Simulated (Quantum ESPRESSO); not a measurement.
Wanted: the native input for a Quantum ESPRESSO 7.5 run.

```
Task                : single point
Functional          : PBE
Potentials or basis : SG15 PBE 1.2
Cutoff              : 952 eV
Density cutoff      : 3810 eV
k mesh              : 4 × 4 × 4
Occupations         : fermi-dirac, width 0.05 eV
Spin                : no spin polarisation
Mixing beta         : 0.5
Most SCF iterations : 120
SCF threshold       : 4e-10 Ry
```

Crystal: BiTe.

```
Bi Te
1.0
     0.00000    3.23500    3.23500
     3.23500    0.00000    3.23500
     3.23500    3.23500    0.00000
Bi Te
1 1
Cartesian
  0.0000 0.0000 0.0000
  3.2350 3.2350 3.2350
```

The input as run:

pw.in

```
&CONTROL
  calculation = 'scf'
  prefix = 'pwscf'
  outdir = './tmp'
  pseudo_dir = './pseudo'
  tprnfor = .true.
  tstress = .true.
  disk_io = 'nowf'
/
&SYSTEM
  ibrav = 0
  nat = 2
  ntyp = 2
  ecutwfc = 70
  nbnd = 23
  occupations = 'smearing'
  smearing = 'fd'
  degauss = 0.00367493
/
&ELECTRONS
  conv_thr = 4d-10
  electron_maxstep = 120
  mixing_beta = 0.5
/
ATOMIC_SPECIES
Bi   208.9804 Bi_ONCV_PBE-1.2.upf
Te   127.6000 Te_ONCV_PBE-1.2.upf
CELL_PARAMETERS angstrom
   0.0000000000    3.2350000000    3.2350000000
   3.2350000000    0.0000000000    3.2350000000
   3.2350000000    3.2350000000    0.0000000000
ATOMIC_POSITIONS crystal
Bi     0.0000000000    0.0000000000    0.0000000000
Te     0.5000000000    0.5000000000    0.5000000000
K_POINTS automatic
4 4 4 0 0 0
```

Potentials or basis: SG15 PBE 1.2.

Launch:

```console
$ OMP_NUM_THREADS=1 mpirun -n 2 pw.x -nk 2 -in pw.in > pw.out
```

Results of the run:

| Quantity | Value |
| --- | --- |
| Pressure | 0.7 GPa |
| Band gap on the k mesh | none (metal or under the smearing width) |

Caveat: the k mesh is coarse (spacing up to 0.42 Å⁻¹), so the values aren't converged; spin-orbit coupling is left out, which moves the levels of the heavy elements.

Wall time 7.1 s on 2 MPI ranks on Arm Neoverse V2, on a shared host, peak memory 0.16 GiB a rank.
